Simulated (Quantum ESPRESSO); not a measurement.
The system is BiS.

```xyz
2
Lattice="4.0029 0.0000 0.0000 0.0000 4.0029 0.0000 0.0000 0.0000 4.0029" Properties=species:S:1:pos:R:3 pbc="T T T"
Bi    2.0015    2.0015    2.0015
S     0.0000    0.0000    0.0000
```

The cell was built by a generator and needn't be a form met in nature.

- Program: Quantum ESPRESSO 7.5
- Task: phonons
- Functional: rev-vdW-DF2
- Potentials or basis: GBRV 1.5 PBE
- Cutoff: 612 eV
- Density cutoff: 4898 eV
- k mesh: 7 × 7 × 7
- Occupations: cold, width 0.2 eV
- Spin: no spin polarisation
- Mixing beta: 0.5
- Most SCF iterations: 120
- SCF threshold: 4e-10 Ry

The cell and the atoms were relaxed first, to 22.87 Å³/atom (a = 3.576 Å, b = 3.576 Å, c = 3.576 Å, α = 90.00°, β = 90.00°, γ = 90.00°), and the response was taken there.

Q: Where do the zone-centre optical modes lie?

A: T1u at 32i cm⁻¹ (IR). Imaginary frequencies mark an instability of this cell.

Optical modes at Γ, degenerate ones joined:
```csv
cm⁻¹,components,symmetry,active in
32i,3,T1u,IR
```

Caveat: the mesh is thin for the phonons of a metal; the potentials were made for another functional, which shifts forces and pressure; some modes are imaginary; the volume moved by over 15 % at a fixed basis, so the end points are rough.
